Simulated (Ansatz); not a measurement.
# (110) superlattice of 5 and 1 atomic planes of InP and GaAs, in-plane a of GaAs, 12 atoms

Aim: a base single point, then the same cell under other settings, to see what each one moves.

Program: Ansatz 0.2.0, PAW, plane waves. These are calculated values, not measurements.

1 further run of the same task is left out (it didn't finish).

## 1. Starting point

12 atoms (5 In, 5 P, 1 As, 1 Ga); a = 4.002 Å, b = 5.660 Å, c = 12.681 Å, α = 90.00°, β = 90.00°, γ = 90.00°. All atoms were shaken off their sites by about 0.10 Å along each axis.

Structure file:

```xyz
12
Lattice="2.8300 -2.8300 0.0000 0.0000 0.0000 5.6600 -8.9669 -8.9669 0.0000" Properties=species:S:1:pos:R:3 pbc="T T T"
In   -3.3085   -8.8628    0.2615
In   -8.8524   -8.9555    5.5084
In   -2.9569   -3.0531    0.0464
In   -3.1242   -5.9217    2.8072
In   -0.0320   -2.8648    2.9008
P    -1.7817   -7.3469    1.5992
P    -1.3907   -1.4093    1.5555
P    -1.5596   -4.5644    4.1915
P    -4.4808   -7.4485    4.1395
P     1.3136   -1.5189    4.3564
As   -4.8212  -10.3948    1.3855
Ga   -5.9934   -8.9031    2.9324
```

## 2. PBEsol single point

Contents of in.yaml:

```yaml
crystal:
  lattice:
    - [2.830000, -2.830000, 0.000000]
    - [0.000000, 0.000000, 5.660000]
    - [-8.966897, -8.966897, 0.000000]
  atoms:
    - { symbol: In, position: [0.981328, 0.046196, 0.678677] }
    - { symbol: In, position: [0.018206, 0.973219, 0.992980] }
    - { symbol: In, position: [0.016999, 0.008198, 0.335122] }
    - { symbol: In, position: [0.494262, 0.495963, 0.504405] }
    - { symbol: In, position: [0.500492, 0.512514, 0.161529] }
    - { symbol: P, position: [0.983252, 0.282549, 0.509013] }
    - { symbol: P, position: [0.003292, 0.274831, 0.156131] }
    - { symbol: P, position: [0.530882, 0.740555, 0.341482] }
    - { symbol: P, position: [0.524319, 0.731356, 0.665188] }
    - { symbol: P, position: [0.500440, 0.769685, 0.011450] }
    - { symbol: As, position: [0.984735, 0.244783, 0.848449] }
    - { symbol: Ga, position: [0.514090, 0.518098, 0.830639] }
kpoints:
  mp_grid: { grid: [4, 3, 1] }
hamiltonian:
  xc: pbesol
scf:
  occupations: { method: fermi_dirac, width: 0.01 }
output:
  forces: true
  eigenvalues: true
  stress: true
  populations: true
```

On the command line:

```
> ansatz run in.yaml --threads 7 --pin off --max-ram 13300MiB --runs-dir r --events-out ev --progress --plain
```

## 3. Changed settings: dispersion D3(BJ) with three-body term, k points 2×2×2

in.yaml, as its differences from that of step 2:

```diff
@@ -19,7 +19,9 @@
 kpoints:
-  mp_grid: { grid: [4, 3, 1] }
+  mp_grid: { grid: [2, 2, 2] }
 hamiltonian:
   xc: pbesol
+  dispersion: d3bjatm
 scf:
   occupations: { method: fermi_dirac, width: 0.01 }
+  max_iter: 60
 output:
@@ -28,2 +30 @@
   stress: true
-  populations: true
```

## 4. Changed settings: smearing width 2.0 eV

in.yaml, as its differences from that of step 3:

```diff
@@ -19,8 +19,7 @@
 kpoints:
-  mp_grid: { grid: [2, 2, 2] }
+  mp_grid: { grid: [4, 3, 1] }
 hamiltonian:
   xc: pbesol
-  dispersion: d3bjatm
 scf:
-  occupations: { method: fermi_dirac, width: 0.01 }
+  occupations: { method: fermi_dirac, width: 2 }
   max_iter: 60
```

## 5. Variant: k points 3×3×3, xc grid 2, mixing beta 0.4

in.yaml, as its differences from that of step 4:

```diff
@@ -19,3 +19,4 @@
 kpoints:
-  mp_grid: { grid: [4, 3, 1] }
+  mp_grid: { grid: [3, 3, 3] }
+basis: { xc_grid: 2 }
 hamiltonian:
@@ -23,4 +24,5 @@
 scf:
-  occupations: { method: fermi_dirac, width: 2 }
-  max_iter: 60
+  occupations: { method: fermi_dirac, width: 0.01 }
+  max_iter: 100
+  mixing: { beta: 0.4 }
 output:
```

## 6. Changed settings: occupations Gaussian

in.yaml, as its differences from that of step 5:

```diff
@@ -19,4 +19,3 @@
 kpoints:
-  mp_grid: { grid: [3, 3, 3] }
-basis: { xc_grid: 2 }
+  mp_grid: { grid: [4, 3, 1] }
 hamiltonian:
@@ -24,5 +23,4 @@
 scf:
-  occupations: { method: fermi_dirac, width: 0.01 }
-  max_iter: 100
-  mixing: { beta: 0.4 }
+  occupations: { method: gaussian, width: 0.01 }
+  max_iter: 80
 output:
```

What does the calculation give? Wanted: for each run, settings; status; energy from base; forces from base.

**Answer**, as computed:

| settings | status | cycles | time | energy from base (meV/atom) | forces from base (eV/Å rms) | filled to empty level on the mesh (eV) |
| --- | --- | --- | --- | --- | --- | --- |
| base | converged | 8 | 3 s (7 CPU threads) | 0 | 0 | 0.40 |
| dispersion D3(BJ) with three-body term, k points 2×2×2 | converged | 8 | 1.5 s (7 CPU threads) | - | 0.075 | 0.35 |
| smearing width 2.0 eV | converged, settings too loose | 10 | 8.6 s (7 CPU threads) | +377.1 | 0.405 | - |
| k points 3×3×3, xc grid 2, mixing beta 0.4 | converged | 8 | 4.3 s (7 CPU threads) | -0.2 | 0.039 | 0.38 |
| occupations Gaussian | converged | 8 | 2.5 s (7 CPU threads) | 0.0 | 0.000 | 0.40 |

Among these variants the forces move most with smearing width 2.0 eV (0.405 eV/Å rms) and least with occupations Gaussian (0.000).
